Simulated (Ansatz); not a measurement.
# CH6AlInO2: geometry optimisation

The task: find the minimum of CH6AlInO2 nearest to the start.

Method: RKS PBE-D4/def2-SVP; program: Ansatz 0.2.0.

### 1 Starting geometry

SMILES `OC[O][AlH][InH2]`, 11 atoms, charge 0, spin multiplicity 1.

Atoms are counted from 1 here; the program's logs count them from 0.

Bond lengths: O1–C2 1.454 Å, O1–In5 2.516 Å, O1–H6 0.979 Å, C2–O3 1.374 Å, C2–H7 1.116 Å, C2–H8 1.114 Å, O3–Al4 1.771 Å, Al4–In5 2.649 Å, Al4–H9 1.601 Å, In5–H10 1.760 Å, In5–H11 1.750 Å. Angles: C2–O1–In5 114.8°, C2–O1–H6 108.1°, In5–O1–H6 101.7°, O1–C2–O3 114.0°, O1–C2–H7 107.7°, O1–C2–H8 103.7°, O3–C2–H7 110.2°, O3–C2–H8 112.2°, H7–C2–H8 108.7°, C2–O3–Al4 126.9°, O3–Al4–In5 99.2°, O3–Al4–H9 111.1°, In5–Al4–H9 149.6°, O1–In5–Al4 74.4°, O1–In5–H10 92.0°, O1–In5–H11 101.1°, Al4–In5–H10 120.0°, Al4–In5–H11 123.2° and more.

Coordinates:

| atom | x (Å) | y (Å) | z (Å) |
| --- | --- | --- | --- |
| O1 | 1.1684 | -0.4704 | -0.1479 |
| C2 | 0.5020 | -0.9347 | 1.0580 |
| O3 | -0.4941 | -0.0994 | 1.5039 |
| Al4 | -1.5546 | 0.9157 | 0.5125 |
| In5 | -0.3410 | 0.6426 | -1.8258 |
| H6 | 1.7673 | 0.2636 | 0.0989 |
| H7 | 1.2796 | -1.0632 | 1.8475 |
| H8 | 0.1123 | -1.9387 | 0.7730 |
| H9 | -2.7002 | 1.5932 | 1.4028 |
| H10 | 0.9195 | 1.7748 | -2.3003 |
| H11 | -0.6593 | -0.6834 | -2.9225 |

### 2 Relaxation

input.yaml reads:

```yaml
crystal:
  periodic: [false, false, false]
  atoms:
    - { symbol: O, position_ang: [1.168374, -0.470395, -0.1479] }
    - { symbol: C, position_ang: [0.502033, -0.93473, 1.057972] }
    - { symbol: O, position_ang: [-0.494105, -0.099439, 1.503876] }
    - { symbol: Al, position_ang: [-1.554566, 0.9157, 0.512541] }
    - { symbol: In, position_ang: [-0.340995, 0.642576, -1.825849] }
    - { symbol: H, position_ang: [1.767345, 0.263568, 0.098908] }
    - { symbol: H, position_ang: [1.279568, -1.06322, 1.84748] }
    - { symbol: H, position_ang: [0.112316, -1.938682, 0.773007] }
    - { symbol: H, position_ang: [-2.700222, 1.593249, 1.402825] }
    - { symbol: H, position_ang: [0.919503, 1.774803, -2.300301] }
    - { symbol: H, position_ang: [-0.659271, -0.683429, -2.92253] }
basis:
  gaussian: { orbitals: def2-SVP }
hamiltonian:
  xc: pbe
  dispersion: d4
output:
  forces: true
relax:
  f_tol: 0.003
  max_steps: 120
```

Launch:

```
ansatz run input.yaml --threads 1 --pin off --max-ram 2560MiB --backend cpu --events-out ev --progress --plain --runs-dir out
```

What does the calculation give? Wanted: energy gained; root mean square move; dipole moment.

**Answer**, as computed:

| quantity | value |
| --- | --- |
| energy gained | 0.0001 eV |
| root mean square move | 0.003 Å |
| dipole moment | 1.89 D |

What this shows: Bond lengths: O1–C2 1.455 Å, O1–In5 2.513 Å, O1–H6 0.978 Å, C2–O3 1.374 Å, C2–H7 1.115 Å, C2–H8 1.114 Å, O3–Al4 1.772 Å, Al4–In5 2.649 Å, Al4–H9 1.601 Å, In5–H10 1.759 Å, In5–H11 1.750 Å. Angles: C2–O1–In5 114.8°, C2–O1–H6 108.2°, In5–O1–H6 101.9°, O1–C2–O3 114.0°, O1–C2–H7 107.6°, O1–C2–H8 103.6°, O3–C2–H7 110.3°, O3–C2–H8 112.2°, H7–C2–H8 108.8°, C2–O3–Al4 126.9°, O3–Al4–In5 99.2°, O3–Al4–H9 110.9°, In5–Al4–H9 149.8°, O1–In5–Al4 74.5°, O1–In5–H10 92.1°, O1–In5–H11 101.0°, Al4–In5–H10 119.9°, Al4–In5–H11 122.9° and more. No frequencies were computed here.
